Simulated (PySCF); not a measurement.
**SbO⁻ (triplet): changing the method**

Starting from one script, swap the method and compare what comes out for SbO⁻ (triplet).

Method: each script names its method and basis; program: PySCF 2.14.0.

2 further runs of the same task are left out: 2 for a known fault of the program.

### Step 1. The system as given

SbO⁻ (triplet): 2 atoms, charge -1, spin multiplicity 3.

Bond lengths: Sb1–O2 1.962 Å.

### Step 2. The run that the others are compared with

Contents of input.py:

```python
from pyscf import gto, scf, mp

mol = gto.M(
    atom='Sb 0 0 0; O 0 0 1.962',
    basis='x2c-svpall',
    charge=-1,
    spin=2,
    symmetry=True,
    verbose=4,
)
mf = scf.UHF(mol)
mf = mf.sfx2c1e()
mf.kernel()
mp.MP2(mf, frozen=19).kernel()
mf.dip_moment()
print('orbital energies (hartree):', [e[max(0, n-3):n+3].round(4) for e, n in zip(mf.mo_energy, mol.nelec)])
```

The run is started by

```bash
$ OMP_NUM_THREADS=1 python input.py
```

### Step 3. Revpbe (UKS)

Variant 1 changes functional: none (Hartree–Fock) → revpbe; SCF type: UHF → UKS; step after the SCF: mp2 → analyze.

Contents of input.py:

```python
from pyscf import gto, dft

mol = gto.M(
    atom='Sb 0 0 0; O 0 0 1.962',
    basis='x2c-svpall',
    charge=-1,
    spin=2,
    symmetry=True,
    verbose=4,
)
mf = dft.UKS(mol, xc='revpbe')
mf = mf.sfx2c1e()
mf.kernel()
mf.analyze()
print('orbital energies (hartree):', [e[max(0, n-3):n+3].round(4) for e, n in zip(mf.mo_energy, mol.nelec)])
```

### Step 4. Gradient

Variant 2 changes step after the SCF: mp2 → gradient.

input.py: that of step 2 with these lines changed.

```diff
@@ -1,2 +1,2 @@
-from pyscf import gto, scf, mp
+from pyscf import gto, scf
 
@@ -13,3 +13,3 @@
 mf.kernel()
-mp.MP2(mf, frozen=19).kernel()
+mf.nuc_grad_method().kernel()
 mf.dip_moment()
```

### Step 5. Population analysis

Variant 3 changes step after the SCF: mp2 → analyze.

Contents of input.py:

```python
from pyscf import gto, scf

mol = gto.M(
    atom='Sb 0 0 0; O 0 0 1.962',
    basis='x2c-svpall',
    charge=-1,
    spin=2,
    symmetry=True,
    verbose=4,
)
mf = scf.UHF(mol)
mf = mf.sfx2c1e()
mf.kernel()
mf.analyze()
print('orbital energies (hartree):', [e[max(0, n-3):n+3].round(4) for e, n in zip(mf.mo_energy, mol.nelec)])
```

### Step 6. Polarisability

Variant 4 changes step after the SCF: mp2 → polarizability.

input.py: that of step 2 with these lines changed.

```diff
@@ -1,2 +1,3 @@
-from pyscf import gto, scf, mp
+from pyscf import gto, scf
+from pyscf.prop.polarizability import uhf as pol
 
@@ -13,3 +14,4 @@
 mf.kernel()
-mp.MP2(mf, frozen=19).kernel()
+print('polarizability (a.u.)')
+print(pol.Polarizability(mf).polarizability().round(4))
 mf.dip_moment()
```

**Question.** What will these runs give? Wanted: for each run, E(SCF); from base; gap, α spin; after the SCF.

The runs gave:

```tsv
run	E(SCF) (hartree)	from base (eV)	cycles	gap, α spin (eV)	after the SCF
base	-6552.181523	0	16	11.43	MP2 correlation -8.125 eV, core frozen
revpbe (UKS)	-6555.191562	not comparable	12	3.15	n/a
gradient	-6552.181523	0.0000	16	11.43	n/a
population analysis	-6552.181523	0.0000	16	11.43	n/a
polarisability	-6552.181523	0.0000	16	11.43	n/a
```

A lower total energy from another functional means nothing by itself.
